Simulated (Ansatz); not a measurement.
# C₃H₄F₄O: small, medium and large basis sets

The task here is to estimate one member of a computed series from the others.

Computed with Ansatz 0.2.0, Gaussian basis. Level: one geometry, several basis sets.

The runs, in order: PBE0-D4/def2-SVP; ωB97M-V/def2-SVP; PBE0-D4/def2-QZVPP; ωB97M-V/def2-QZVPP; the functionals' def2-TZVPP values are taken from earlier runs.

## The geometry

All runs share one geometry, relaxed beforehand with PBE0-D4 in a triple-zeta def2 set.

SMILES `FCOC(F)C(F)F`, 12 atoms, charge 0, spin multiplicity 1.

Atoms are counted from 1 here; the program's logs count them from 0.

Bond lengths: F1–C2 1.371 Å, C2–O3 1.385 Å, C2–H9 1.089 Å, C2–H10 1.094 Å, O3–C4 1.371 Å, C4–F5 1.376 Å, C4–C6 1.522 Å, C4–H11 1.096 Å, C6–F7 1.350 Å, C6–F8 1.344 Å, C6–H12 1.095 Å. Angles: F1–C2–O3 110.4°, F1–C2–H9 108.7°, F1–C2–H10 107.5°, O3–C2–H9 106.5°, O3–C2–H10 111.7°, H9–C2–H10 112.0°, C2–O3–C4 115.0°, O3–C4–F5 110.6°, O3–C4–C6 109.1°, O3–C4–H11 112.2°, F5–C4–C6 107.7°, F5–C4–H11 107.4°, C6–C4–H11 109.8°, C4–C6–F7 109.0°, C4–C6–F8 110.7°, C4–C6–H12 110.6°, F7–C6–F8 108.6°, F7–C6–H12 109.1° and more.

The first run:

Contents of in.yaml:

```yaml
crystal:
  periodic: [false, false, false]
  atoms:
    - {symbol: F, position_ang: [-1.028700, -2.202186, 0.447916]}
    - {symbol: C, position_ang: [-0.766351, -1.141158, 1.276263]}
    - {symbol: O, position_ang: [0.223426, -0.339066, 0.733540]}
    - {symbol: C, position_ang: [-0.154629, 0.382314, -0.369686]}
    - {symbol: F, position_ang: [-0.956148, 1.438897, -0.004376]}
    - {symbol: C, position_ang: [1.086605, 0.953715, -1.039562]}
    - {symbol: F, position_ang: [1.793872, -0.056160, -1.588998]}
    - {symbol: F, position_ang: [1.864720, 1.581878, -0.141050]}
    - {symbol: H, position_ang: [-0.374563, -1.522721, 2.218534]}
    - {symbol: H, position_ang: [-1.702097, -0.591273, 1.413687]}
    - {symbol: H, position_ang: [-0.718121, -0.223865, -1.087605]}
    - {symbol: H, position_ang: [0.808886, 1.664427, -1.824664]}
basis:
  gaussian: {orbitals: def2-SVP}
hamiltonian: {xc: pbe0, dispersion: d4}
output: {orbitals: {seedname: orbitals}}
```

Run with:

```
$ ansatz run in.yaml --threads 4 --pin off --events-out ev --progress --plain --max-ram 11315MiB
```

Among the steps run: PBE0-D4 in def2-SVP; ωB97M-V in def2-SVP; PBE0-D4 in def2-QZVPP; ωB97M-V in def2-QZVPP.

One table of the session follows, with a row left open; its other results are not shown here.

It belongs to the step «Functionals by basis». 

| functional | basis | HOMO (eV) | LUMO (eV) |
| --- | --- | --- | --- |
| PBE0-D4 | def2-SVP | -9.51 | 1.78 |
| PBE0-D4 | def2-TZVPP | -9.70 | 1.21 |
| PBE0-D4 | def2-QZVPP | -9.75 | 0.75 |
| ωB97M-V | def2-SVP | ? | ? |
| ωB97M-V | def2-TZVPP | -12.12 | 2.88 |
| ωB97M-V | def2-QZVPP | -12.18 | 1.99 |

**Question.** Estimate the row for ωB97M-V, def2-SVP.

**Answer.** HOMO (eV): -11.91; LUMO (eV): 3.67. In the column «HOMO (eV)» it lies between ωB97M-V, def2-TZVPP (-12.12) and PBE0-D4, def2-QZVPP (-9.75).
